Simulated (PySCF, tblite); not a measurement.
**C7H6F2− (doublet): geometry, infrared bands and EPR parameters**

Aim: predict the infrared bands and EPR parameters of C7H6F2− (doublet) (`[CH-]=[C][C@@]1(F)CC=C1CF`).

Computed with tblite 0.8.0 and PySCF 2.14.0, with density-fitted response routines of our own, on a single molecule in the gas phase. Atoms are numbered from 0 throughout.

## 1. The starting structure

15 atoms, charge -1, multiplicity 2; geometry from: force field or distance geometry start.

Bonds of the start (Å): C0–C1 1.20, C1–C2 1.46, C2–F3 1.37, C2–C4 1.56, C4–C5 1.50, C5–C6 1.35, C6–C7 1.55, C7–F8 1.36, C6–C2 1.51, C0–H9 1.07, C4–H10 1.09, C4–H11 1.10, C5–H12 1.10, C7–H13 1.10, C7–H14 1.09.

## 2. Geometry optimisation with GFN2-xTB

The job: settings as JSON, then the geometry in Å.

```
{"job": {"kind": "relax", "xc": "GFN2-xTB", "basis": "xTB"}, "charge": -1, "multiplicity": 2}
C     -2.408300    -1.408800    -0.457000
C     -1.534600    -0.598300    -0.575900
C     -0.448600     0.363900    -0.703200
F     -0.244300     0.598800    -2.034200
C     -0.589800     1.640700     0.178800
C      0.650700     1.167500     0.884700
C      0.743100     0.034400     0.163000
C      1.720600    -1.166400     0.150100
F      2.655600    -1.053400     1.126600
H     -3.208700    -2.118900    -0.356700
H     -1.498700     1.709700     0.781900
H     -0.491900     2.576800    -0.386000
H      1.240600     1.586600     1.709300
H      1.178100    -2.107500     0.308700
H      2.231900    -1.216900    -0.811900
```

The run is started by

```
OMP_NUM_THREADS=1 python probes_run.py task.json out
```

The driver reads the jobs from task.json and runs them one after another.

**Question.** This job is followed by: GFN2-xTB harmonic vibrations, gas phase; UKS B3LYP, pcH-1 on C F H, non-relativistic, mean-field spin-orbit, GIAO. Predict these results of the whole session: strongest single infrared mode (GFN2-xTB); zero-point energy (GFN2-xTB); g(iso) (B3LYP); ⟨S²⟩; largest a(iso).

The runs gave:

| quantity | value |
| --- | --- |
| strongest single infrared mode (GFN2-xTB) | 2913 cm⁻¹, 162 km/mol |
| zero-point energy (GFN2-xTB) | 63.0 kcal/mol |
| g(iso) (B3LYP) | 2.00681 |
| ⟨S²⟩ | 0.770 (exact 0.75) |
| largest a(iso) | 19F on F3, 311.0 MHz |

What this shows: The optimisation took 118 steps and gained 1.458 eV; among the close pairs (by a distance rule), C2–F3 changed most, from 1.367 to 2.253 Å. No mode is imaginary among the 39: a minimum at this level. Unscaled tight-binding wavenumbers are off by several per cent, some by more. Its intensities can rank the bands wrongly. The structure rearranged or came apart on optimisation; the results belong to the end geometry, not to the formula as drawn. The largest spin populations lie on C2 (0.42 e), C5 (0.41 e). The isotropic g lies 4.5 ppt above the free-electron value.
